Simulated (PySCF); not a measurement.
# C7H9BO3S: the cost of one run

Computed with PySCF 2.14.0, with density-fitted response routines of our own, on a single molecule, in the gas phase or a continuum. Atoms are numbered from 0 throughout.

## 1. Starting geometry

21 atoms, charge 0, multiplicity 1; geometry from: GFN2-xTB. The atoms were then displaced at random by about 0.01 Å, so the start is not that level's minimum.

Bonds of the start (Å): C0–S1 1.86, S1–O2 1.47, S1–C3 1.86, C3–C4 1.37, C4–C5 1.38, C5–C6 1.40, C6–B7 1.59, B7–O8 1.33, B7–O9 1.35, C6–C10 1.40, C10–C11 1.37, C11–C3 1.36, C0–H12 1.03, C0–H13 1.08, C0–H14 1.11, C4–H15 1.08, C5–H16 1.08, O8–H17 0.97, O9–H18 0.96, C10–H19 1.08, C11–H20 1.10.

## 2. Relaxing the molecule at PBE0-D3(BJ)/def2-SVP

The job: settings as JSON, then the geometry in Å.

```
{"job": {"xc": "PBE0", "basis": "def2-SVP", "d3": "d3bj", "grid": 1, "shake": 0.01, "kind": "geom"}, "charge": 0, "multiplicity": 1}
C     -3.429970    -0.539260    -0.397860
S     -2.958460     0.688570     0.913960
O     -3.247720     2.016280     0.352280
C     -1.139130     0.397770     0.646920
C     -0.558310    -0.699210     1.232610
C      0.788320    -0.902110     1.020740
C      1.551700    -0.051310     0.214700
B      3.097210    -0.333060    -0.030430
O      3.816650     0.249580    -0.990280
O      3.693690    -1.226410     0.795400
C      0.883980     1.044810    -0.345430
C     -0.447380     1.276700    -0.126800
H     -3.125370    -1.489220    -0.133600
H     -3.038340    -0.195480    -1.339830
H     -4.537930    -0.513550    -0.464100
H     -1.127920    -1.347640     1.877180
H      1.292620    -1.738030     1.475570
H      3.351820     0.862400    -1.576900
H      4.622290    -1.360250     0.587410
H      1.420070     1.752210    -0.965880
H     -0.978980     2.129470    -0.567950
```

On the command line:

```sh
$ OMP_NUM_THREADS=1 python probes_run.py task.json out
```

One launch serves the whole session: the jobs run in the order shown.

**Question.** How long does this first job take on 1 thread of Arm Neoverse V2, shared host, and how much memory does it need?

About 6.2 min, with a peak of 0.95 GiB.
